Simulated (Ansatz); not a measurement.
# ZnIF: single points off equilibrium

One table from this session's results is given with a row withheld; the runs are named, their logs left out.

The runs use Ansatz 0.2.0, Gaussian basis; single points in def2-TZVPP.

Cores are frozen in the correlated methods. The 3s and 3p shells of Cu and Zn are frozen; filled d shells are correlated. Core potentials replace the inner electrons past krypton, and spin-orbit coupling is left out.

**The system as given**

3 atoms, charge 0, spin multiplicity 1.

Atoms are counted from 1 here; the program's logs count them from 0.

Bond lengths: F1–Zn2 1.754 Å, Zn2–I3 2.548 Å. Angles: F1–Zn2–I3 128.2°.

Coordinates:

```mol
FIZn
  3D, bonds by distance, orders not assigned

  3  2  0  0  0  0  0  0  0  0999 V2000
   -1.5302    0.5387   -0.7560 F   0  0
   -0.0329    0.6648    0.1487 Zn  0  0
    1.6046   -1.1922    0.7496 I   0  0
  1  2  8  0
  2  3  8  0
M  END
```

Set-up of the first run:

run/in.yaml reads:

```yaml
crystal:
  periodic: [false, false, false]
  atoms:
    - {symbol: F, position_ang: [-1.530200, 0.538700, -0.756000]}
    - {symbol: Zn, position_ang: [-0.032900, 0.664800, 0.148700]}
    - {symbol: I, position_ang: [1.604600, -1.192200, 0.749600]}
basis:
  gaussian: {orbitals: def2-TZVPP}
correlation: {method: ccsd_t, frozen_orbitals: {F: 1, I: 4, Zn: 9}}
output: {forces: true}
```

No record of the launch command was kept for these runs.

Among the steps run: CCSD(T)/def2-TZVPP; PBE0-D4/def2-TZVPP; wB97M-V/def2-TZVPP; r2SCAN-D4/def2-TZVPP; PBE-D4/def2-TZVPP; r2SCAN0-D4/def2-TZVPP; CAM-B3LYP-D4/def2-TZVPP.

One table of the session follows, with a row left open; its other results are not shown here.

| method | RMS force component (eV/Å) | angle to CCSD(T) forces (°) | dipole (D) |
| --- | --- | --- | --- |
| CCSD(T) | 0.702 | reference | 3.36 |
| PBE0-D4 | 0.739 | 3.2 | 3.16 |
| wB97M-V | 0.793 | 6.1 | 3.26 |
| r2SCAN-D4 | 0.758 | 3.3 | 2.97 |
| PBE-D4 | 0.726 | 15.7 | 2.71 |
| r2SCAN0-D4 | 0.778 | 7.4 | 3.31 |
| CAM-B3LYP-D4 | ? | ? | ? |

Q: Estimate the row for CAM-B3LYP-D4 from the others.

As computed: RMS force component (eV/Å): 0.771; angle to CCSD(T) forces (°): 2.7; dipole (D): 3.18. In the column «RMS force component (eV/Å)» it lies between r2SCAN-D4 (0.758) and r2SCAN0-D4 (0.778).
